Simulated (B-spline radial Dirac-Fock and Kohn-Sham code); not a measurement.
# An X-ray data sheet for Tm³⁺, step by step

What does theory give for Tm³⁺? The session works out its X-ray form factor and Compton profile, the binding energy of each subshell and the widths and yields of its core holes.

Program: B-spline radial Dirac-Fock and Kohn-Sham code, version 3. Model: a free atom or ion on a radial basis; each step names its model. All values are calculated, but those marked as tabulated.

### 1 The atom as given

The Tm³⁺ ion, configuration [Xe] 4f11 5d1 (not the ground configuration).

- nuclear charge: 69
- electrons: 66
- mass number: 169
- nuclear rms radius: 5.2256 fm

### 2 Form factor and Compton profile

Model: Dirac-Fock average of configuration, finite nucleus; form factor of the spherical density, Waller-Hartree incoherent function, impulse-approximation Compton profiles.

The run's settings:

```ini
task = scatter
Z = 69
charge = 3
configuration = 1s2 2s2 2p6 3s2 3p6 3d10 4s2 4p6 4d10 4f11 5s2 5p6 5d1
mass_number = 169
rms_radius = 5.2256  # fm
s = [0.0, 0.05, 0.1, 0.15, 0.2, 0.25, 0.3, 0.35, 0.4, 0.45, 0.5, 0.6, 0.7, 0.8, 0.9, 1.0, 1.1, 1.2, 1.4, 1.6, 1.8, 2.0, 2.5, 3.0, 3.5, 4.0, 5.0, 6.0]  # 1/A
pz = [0, 0.1, 0.2, 0.3, 0.4, 0.5, 0.6, 0.8, 1.0, 1.2, 1.4, 1.6, 1.8, 2.0, 2.5, 3.0, 4.0, 5.0, 7.0, 10.0, 15.0, 20.0, 30.0, 40.0, 60.0, 100.0]  # a.u.
photon_energy = [1000, 8047.8, 10000, 20000, 30000, 100000, 500000, 1000000]  # eV
```

### 3 Binding energies

Model: Dirac-Fock average of configuration, Delta-SCF, finite nucleus, first-order Breit with its frequency dependence, self-energy and vacuum polarisation.

Settings, as recorded:

```ini
task = binding
```

### 4 Decay of the holes

Model: independent-particle rates: relativistic LDA orbitals of the hole state, multipoles to L = 3 (length form), Coulomb Auger matrix elements with a Latter-tail continuum; energies from Dirac-Fock.

Recorded inputs:

```ini
task = decay
holes = ["K", "L1", "L2", "L3", "M1", "M2", "M3", "M4", "M5", "N1", "N2", "N3", "N4", "N5"]
```

What does the calculation give? Wanted: rms radius of the electron cloud; form factor halves at; Compton profile at zero; deepest level listed, K; least bound, O4,5; Kα1; K hole: width, yield.

As calculated:

| quantity | value |
| --- | --- |
| rms radius of the electron cloud | 0.727 bohr |
| form factor halves at | 0.66 1/Å |
| Compton profile at zero | 7.509 1/a.u. |
| deepest level listed, K (1s) | 59432.1 eV |
| least bound, O4,5 (5d) | 31.68 eV |
| Kα1 | 50737.1 eV |
| K hole: width, yield | 29.4 eV, 0.950 |
| its lifetime | 0.0224 fs |
| its strongest line | Kα1 (K-L3), 50737.1 eV |

The form factor starts at the 66 electrons and halves by s = 0.66 1/Å. Incoherent scattering outweighs coherent from 500 keV on, among the energies asked. The K (1s) level lies 82.5 eV under Koopmans' value by relaxation alone; Breit gives -181.87 and QED -94.71 eV. The K hole lives 0.022 fs and decays mostly by X-ray emission (yield 0.95). Coster-Kronig decay rules L1, M1, M2, M3, N1, N2, N3, N4 and N5, where this model's widths can be far from the measured ones. The Hartree-Fock and Dirac-Fock values hold no electron correlation.
